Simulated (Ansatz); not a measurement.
**C2H3Ga: basis-set convergence**

Aim: see how fast density functionals converge with the basis set for C2H3Ga.

Computed with Ansatz 0.2.0, Gaussian basis. Level: one geometry, several basis sets.

The runs, in order: PBE0-D4/def2-SVP; ωB97M-V/def2-SVP; PBE0-D4/def2-QZVPP; ωB97M-V/def2-QZVPP; the functionals' def2-TZVPP values are taken from earlier runs.

## Step 1: Structure used throughout

All runs share one geometry, relaxed beforehand with PBE0-D4 in a triple-zeta def2 set.

SMILES `[CH]1=[CH][GaH]1`, 6 atoms, charge 0, spin multiplicity 1.

Atoms are counted from 1 here; the program's logs count them from 0.

Bond lengths: C1–C2 1.355 Å, C1–Ga3 1.889 Å, C1–H4 1.089 Å, C2–Ga3 1.889 Å, C2–H5 1.089 Å, Ga3–H6 1.527 Å. Angles: C2–C1–Ga3 69.0°, C2–C1–H4 131.0°, Ga3–C1–H4 160.0°, C1–C2–Ga3 69.0°, C1–C2–H5 131.0°, Ga3–C2–H5 160.0°, C1–Ga3–C2 42.0°, C1–Ga3–H6 159.0°, C2–Ga3–H6 159.0°.

## Step 2: PBE0-D4 in def2-SVP

The input, in.yaml:

```yaml
crystal:
  periodic: [false, false, false]
  atoms:
    - {symbol: C, position_ang: [-0.629331, -0.543691, -0.312250]}
    - {symbol: C, position_ang: [0.563402, -0.026596, -0.694694]}
    - {symbol: Ga, position_ang: [0.091077, 0.566605, 1.034983]}
    - {symbol: H, position_ang: [-1.315936, -1.213470, -0.828098]}
    - {symbol: H, position_ang: [1.134308, -0.151175, -1.613757]}
    - {symbol: H, position_ang: [0.198481, 1.304326, 2.367516]}
basis:
  gaussian: {orbitals: def2-SVP}
hamiltonian: {xc: pbe0, dispersion: d4}
output: {orbitals: {seedname: orbitals}}
```

The run is started by

```console
$ ansatz run in.yaml --threads 2 --pin off --events-out ev --progress --plain --max-ram 4352MiB
```

After this run come: ωB97M-V in def2-SVP; PBE0-D4 in def2-QZVPP; ωB97M-V in def2-QZVPP.

**Question.** What will the summary of the whole plan be? Wanted: PBE0-D4: double and triple zeta above quadruple; ωB97M-V: double and triple zeta above quadruple.

**Answer**, as computed:

| quantity | value |
| --- | --- |
| PBE0-D4: double and triple zeta above quadruple | 10.33, 1.30 eV |
| ωB97M-V: double and triple zeta above quadruple | 10.36, 1.25 eV |

In words: For PBE0-D4 the step from double to triple zeta gains 9.04 eV and the next only 1.30 eV. Total energies overstate the basis error of differences, where much of it tends to cancel.
